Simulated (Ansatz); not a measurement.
**C₈H₁₆: ionisation energy by level of theory**

One table from this session's results is given with a row withheld; the runs are named, their logs left out.

Program: Ansatz 0.2.0, Gaussian basis. Level of theory: unrestricted cation, the program's frozen cores in correlated methods. These are calculated values, not measurements.

Levels to be run: UKS PBE-D4/def2-TZVPP; UKS r2SCAN-D4/def2-TZVPP; UKS PBE0-D4/def2-TZVPP; UKS B3LYP-D4/def2-TZVPP; UKS wB97X-V/def2-TZVPP; UKS wB97M-V/def2-TZVPP; UKS B2PLYP/def2-TZVPP; UHF-CCSD(T)/def2-TZVPP; UHF-MP2/def2-QZVPP; extrapolation to the limit; then −ε(HOMO) from the neutral's earlier runs with LDA (SPW92), PBE-D4, revPBE-D4, BLYP-D4, r2SCAN-D4, B97M-V, PBE0-D4, B3LYP-D4, r2SCANh-D4, r2SCAN0-D4, HSE06-D4, BHLYP-D4, CAM-B3LYP-D4, LC-ωPBE, ωB97X-V, ωB97M-V.

**The relaxed structure**

The geometry comes from an earlier relaxation with PBE0-D4 in a triple-zeta def2 set; it is a stationary point, not always the lowest conformer.

SMILES `CCC1CCCCC1`, 24 atoms, charge 0, spin multiplicity 1.

Atoms are counted from 1 here; the program's logs count them from 0.

Bond lengths: C1–C2 1.519 Å, C1–H9 1.094 Å, C1–H10 1.092 Å, C1–H11 1.092 Å, C2–C3 1.529 Å, C2–H12 1.095 Å, C2–H13 1.096 Å, C3–C4 1.530 Å, C3–C8 1.530 Å, C3–H14 1.098 Å, C4–C5 1.523 Å, C4–H15 1.097 Å, C4–H16 1.093 Å, C5–C6 1.523 Å, C5–H17 1.096 Å, C5–H18 1.094 Å, C6–C7 1.523 Å, C6–H19 1.094 Å and more. Angles: C2–C1–H9 111.1°, C2–C1–H10 112.0°, C2–C1–H11 111.1°, H9–C1–H10 107.5°, H9–C1–H11 107.7°, H10–C1–H11 107.3°, C1–C2–C3 114.2°, C1–C2–H12 109.3°, C1–C2–H13 109.1°, C3–C2–H12 110.4°, C3–C2–H13 107.8°, H12–C2–H13 105.7°, C2–C3–C4 113.5°, C2–C3–C8 111.6°, C2–C3–H14 106.6°, C4–C3–C8 109.4°, C4–C3–H14 107.6°, C8–C3–H14 107.7° and more.

Set-up of the first run:

in.yaml reads:

```yaml
crystal:
  periodic: [false, false, false]
  atoms:
    - {symbol: C, position_ang: [2.603218, 0.971319, -0.143788]}
    - {symbol: C, position_ang: [1.560138, 0.092935, 0.526084]}
    - {symbol: C, position_ang: [0.602441, -0.596004, -0.446750]}
    - {symbol: C, position_ang: [-0.245372, 0.381019, -1.264602]}
    - {symbol: C, position_ang: [-1.302012, 1.085691, -0.423522]}
    - {symbol: C, position_ang: [-2.197759, 0.080127, 0.287312]}
    - {symbol: C, position_ang: [-1.380114, -0.899541, 1.118086]}
    - {symbol: C, position_ang: [-0.315439, -1.587182, 0.271635]}
    - {symbol: H, position_ang: [3.164932, 0.410692, -0.896979]}
    - {symbol: H, position_ang: [2.152866, 1.832508, -0.642674]}
    - {symbol: H, position_ang: [3.319860, 1.356901, 0.585090]}
    - {symbol: H, position_ang: [1.000733, 0.688085, 1.254652]}
    - {symbol: H, position_ang: [2.067232, -0.686219, 1.106721]}
    - {symbol: H, position_ang: [1.224828, -1.165423, -1.149593]}
    - {symbol: H, position_ang: [-0.749902, -0.182877, -2.058837]}
    - {symbol: H, position_ang: [0.391091, 1.112510, -1.770137]}
    - {symbol: H, position_ang: [-0.819410, 1.731879, 0.319195]}
    - {symbol: H, position_ang: [-1.901811, 1.745991, -1.057167]}
    - {symbol: H, position_ang: [-2.929292, 0.596411, 0.916316]}
    - {symbol: H, position_ang: [-2.771069, -0.479005, -0.463507]}
    - {symbol: H, position_ang: [-0.907309, -0.364246, 1.949421]}
    - {symbol: H, position_ang: [-2.034731, -1.649615, 1.572199]}
    - {symbol: H, position_ang: [0.282018, -2.264939, 0.890554]}
    - {symbol: H, position_ang: [-0.815126, -2.211008, -0.479749]}
basis:
  gaussian: {orbitals: def2-TZVPP}
total_charge: 1
magnetization: {spin_polarized: true, initial_magnetization: 1}
hamiltonian: {xc: pbe, dispersion: d4}
```

Started as:

```bash
> ansatz run in.yaml --threads 4 --pin off --events-out ev --progress --plain --max-ram 66560MiB --backend cuda --devices 0, --max-vram 37GiB
```

Steps of the session up to this table: Cation, UKS PBE-D4/def2-TZVPP; Cation, UKS r2SCAN-D4/def2-TZVPP; Cation, UKS PBE0-D4/def2-TZVPP; Cation, UKS B3LYP-D4/def2-TZVPP; Cation, UKS wB97X-V/def2-TZVPP; Cation, UKS wB97M-V/def2-TZVPP; Cation, UKS B2PLYP (frozen core)/def2-TZVPP; Cation, UHF-CCSD(T)/def2-TZVPP; Cation, UHF-MP2/def2-QZVPP.

One of the session's tables, all rows but one given; the rest of the session is left out.

It belongs to the step «Ionisation energies side by side». Orbital estimates, from the neutral's runs:

```
  functional  −ε(HOMO) (eV)
 LDA (SPW92)           6.90
      PBE-D4              ?
   revPBE-D4           6.79
     BLYP-D4           6.75
   r2SCAN-D4           7.07
      B97M-V           7.24
     PBE0-D4           8.14
    B3LYP-D4           7.96
  r2SCANh-D4           7.56
  r2SCAN0-D4           8.30
    HSE06-D4           7.74
    BHLYP-D4           9.41
CAM-B3LYP-D4           9.54
     LC-ωPBE          10.84
     ωB97X-V          10.52
     ωB97M-V          10.40
```

Estimate the missing values for PBE-D4.

**Answer.** −ε(HOMO) (eV): 6.83. In the column «−ε(HOMO) (eV)» it lies between revPBE-D4 (6.79) and LDA (SPW92) (6.90).
